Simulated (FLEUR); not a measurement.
CoNiO2:

```
Ni Co O
1.0
     3.01433    0.00000    0.00000
     0.00000    3.01433    0.00000
     0.00000    0.00000    4.22229
Ni Co O
1 1 2
Cartesian
  0.0000 0.0000 0.0000
  1.5072 1.5072 2.1111
  0.0000 0.0000 2.1111
  1.5072 1.5072 0.0000
```

The cell comes from a database or a generator and needn't be the stable form of this composition.

Base run:

| Item | Value |
| --- | --- |
| Program | FLEUR MaX-R8.1 (later development tree) |
| Functional | PBEsol |
| Potentials or basis | all-electron |
| Basis | FLAPW |
| Kmax | 4.73 1/bohr |
| k mesh | 7 × 7 × 5 |
| Occupations | fermi-dirac, width 0.05 eV |
| Spin | collinear spin, ferromagnetic start |
| Starting moments | [1.001, 2.0, 0.0, 0.0] μB |
| Hubbard terms | Co d U = 0.0 eV, Ni d U = 0.0 eV |

Its results: band gap on the k mesh none (metal or under the smearing width); net moment 4.17 μB per cell; site moments Ni +1.17; Co +2.44; O +0.26, +0.23 μB.

**Question.** The run is repeated on the same cell with these changes: hubbard terms from Co d U = 0.0 eV, Ni d U = 0.0 eV to Co d U = 4 eV, Ni d U = 4 eV. What comes out?

**Answer.** Band gap on the k mesh none (metal or under the smearing width); net moment 5.00 μB per cell; site moments Ni +1.73; Co +2.70; O +0.23, +0.25 μB.
